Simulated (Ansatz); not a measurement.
# C2H2Se: one species, many methods

The task here is to estimate one member of a computed series from the others.

Method: functionals in def2-TZVPP, the program's frozen cores in correlated methods; program: Ansatz 0.2.0, Gaussian basis.

Plan: LDA (SPW92), PBE-D4, revPBE-D4, BLYP-D4, r2SCAN-D4, B97M-V, PBE0-D4, B3LYP-D4, r2SCANh-D4, r2SCAN0-D4, HSE06-D4, BHLYP-D4, CAM-B3LYP-D4, LC-ωPBE, ωB97X-V, ωB97M-V, B2PLYP, PBE-QIDH; CCSD(T)/def2-SVP; CCSD(T)/def2-TZVPP; MP2/def2-QZVPP; extrapolation to the limit; RPA on PBE.

## The relaxed structure

All runs share one geometry, relaxed beforehand with PBE0-D4 in a triple-zeta def2 set.

SMILES `C=C=[Se]`, 5 atoms, charge 0, spin multiplicity 1.

Atoms are counted from 1 here; the program's logs count them from 0.

Bond lengths: C1–C2 1.301 Å, C1–H4 1.085 Å, C1–H5 1.085 Å, C2–Se3 1.694 Å. Angles: C2–C1–H4 120.7°, C2–C1–H5 120.7°, H4–C1–H5 118.5°, C1–C2–Se3 180.0°.

Set-up of the first run:

in.yaml reads:

```yaml
crystal:
  periodic: [false, false, false]
  atoms:
    - {symbol: C, position_ang: [0.453566, -0.441205, -0.174151]}
    - {symbol: C, position_ang: [-0.451787, 0.429217, 0.164298]}
    - {symbol: Se, position_ang: [-1.631135, 1.563054, 0.605228]}
    - {symbol: H, position_ang: [1.321387, -0.142397, -0.752694]}
    - {symbol: H, position_ang: [0.357870, -1.482270, 0.115919]}
basis:
  gaussian: {orbitals: def2-TZVPP}
hamiltonian: {xc: lda}
output: {orbitals: {seedname: orbitals}}
```

Launch:

```console
ansatz run in.yaml --threads 2 --pin off --events-out ev --progress --plain --max-ram 4352MiB
```

Steps of the session up to this table: LDA; PBE-D4 (GGA); revPBE-D4 (GGA); BLYP-D4 (GGA); r2SCAN-D4 (meta-GGA); B97M-V (meta-GGA); B3LYP-D4 (hybrid); r2SCANh-D4 (hybrid); r2SCAN0-D4 (hybrid); HSE06-D4 (hybrid); BHLYP-D4 (hybrid); CAM-B3LYP-D4 (range-separated); LC-ωPBE (range-separated); ωB97X-V (range-separated); ωB97M-V (range-separated); B2PLYP (double hybrid); PBE-QIDH (double hybrid).

One table of the session follows, with a row left open; its other results are not shown here.

It belongs to the step «Frontier levels by functional». 

```
  functional  HOMO (eV)  LUMO (eV)  gap (eV)
 LDA (SPW92)      -5.59      -3.40      2.19
      PBE-D4      -5.42      -3.22      2.20
   revPBE-D4      -5.37      -3.16      2.21
     BLYP-D4      -5.25      -3.08      2.17
   r2SCAN-D4      -5.63      -3.11      2.52
      B97M-V          ?          ?         ?
     PBE0-D4      -6.45      -2.36      4.09
    B3LYP-D4      -6.23      -2.55      3.68
  r2SCANh-D4      -6.01      -2.79      3.23
  r2SCAN0-D4      -6.59      -2.30      4.29
    HSE06-D4      -6.06      -2.74      3.32
    BHLYP-D4      -7.32      -1.34      5.98
CAM-B3LYP-D4      -7.64      -1.24      6.40
     LC-ωPBE      -8.93      -0.18      8.75
     ωB97X-V      -8.59      -0.21      8.37
     ωB97M-V      -8.47      -0.26      8.21
```

Estimate the missing values for B97M-V.

**Answer.** HOMO (eV): -5.63; LUMO (eV): -2.98; gap (eV): 2.66.
